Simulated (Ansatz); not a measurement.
# ClH5OSi2: the cost of one run

Program: Ansatz 0.2.0, Gaussian basis. Level of theory: PBE0-D4/def2-TZVP structures, single points in def2-TZVPP, no counterpoise correction. These are calculated values, not measurements.

Levels: SPW92, PBE-D4, BLYP-D4, r2SCAN-D4, B97M-V, PBE0-D4, B3LYP-D4, r2SCAN0-D4, BHLYP-D4, CAM-B3LYP-D4, wB97X-V, wB97M-V, B2PLYP, PBE-QIDH, RPA on PBE, Hartree-Fock, MP2, CCSD, CCSD(T).

Cores are frozen in the correlated methods. B3LYP uses VWN-RPA correlation. B2PLYP carries no dispersion term here.

94 further runs of the same task are left out: 94 set aside as unsound or not needed.

### Step 1. Starting geometry

The complex: 11 atoms, charge 0, spin multiplicity 1.

Atoms are counted from 1 here; the program's logs count them from 0.

Bond lengths: Si1–Cl2 2.054 Å, Si1–O3 1.617 Å, Si1–H5 1.478 Å, Si1–H6 1.477 Å, O3–Si4 1.641 Å, Si4–H9 1.483 Å, Si4–H10 1.483 Å, Si4–H11 1.484 Å, H7–H8 0.747 Å. Angles: Cl2–Si1–O3 110.3°, Cl2–Si1–H5 107.4°, Cl2–Si1–H6 107.6°, O3–Si1–H5 110.4°, O3–Si1–H6 109.1°, H5–Si1–H6 112.2°, Si1–O3–Si4 150.3°, O3–Si4–H9 110.2°, O3–Si4–H10 108.0°, O3–Si4–H11 109.2°, H9–Si4–H10 110.0°, H9–Si4–H11 109.7°, H10–Si4–H11 109.6°.

Geometry (Å):

```
atom    x (Å)    y (Å)    z (Å)
 Si1  -1.2837   0.9639   0.5314
 Cl2   0.1636   2.1614   1.3613
  O3  -0.7338  -0.5476   0.3676
 Si4   0.5129  -1.5991   0.1856
  H5  -1.6236   1.5338  -0.7895
  H6  -2.4397   0.9599   1.4506
  H7   1.4654   1.3634  -1.4592
  H8   1.3142   0.9210  -2.0418
  H9   1.7644  -1.0050   0.7162
 H10   0.1811  -2.8362   0.9327
 H11   0.6793  -1.9156  -1.2548
```

Its parts: ClH5OSi2 holds atoms 1, 2, 3, 4, 5, 6, 9, 10, 11; H2 holds atoms 7, 8. Each part counts its atoms afresh in its own runs.

### Step 2. Relaxing ClH5OSi2 alone

Input file relax-a/in.yaml:

```yaml
crystal:
  periodic: [false, false, false]
  atoms:
    - {symbol: Si, position_ang: [-1.283674, 0.963879, 0.531369]}
    - {symbol: Cl, position_ang: [0.163606, 2.161442, 1.361257]}
    - {symbol: O, position_ang: [-0.733814, -0.547600, 0.367557]}
    - {symbol: Si, position_ang: [0.512855, -1.599067, 0.185637]}
    - {symbol: H, position_ang: [-1.623628, 1.533811, -0.789513]}
    - {symbol: H, position_ang: [-2.439658, 0.959942, 1.450594]}
    - {symbol: H, position_ang: [1.764363, -1.005025, 0.716171]}
    - {symbol: H, position_ang: [0.181060, -2.836188, 0.932708]}
    - {symbol: H, position_ang: [0.679262, -1.915611, -1.254838]}
basis:
  gaussian: {orbitals: def2-TZVP}
hamiltonian: {xc: pbe0, dispersion: d4}
relax: {f_tol: 0.005, max_steps: 200}
```

Started as:

```
> ansatz run in.yaml --threads 4 --pin off --events-out ev --progress --plain --max-ram 9574MiB
```

**Question.** How long does this run take on 4 threads of Intel Xeon at 2.50GHz, shared host?

About 2.1 min.
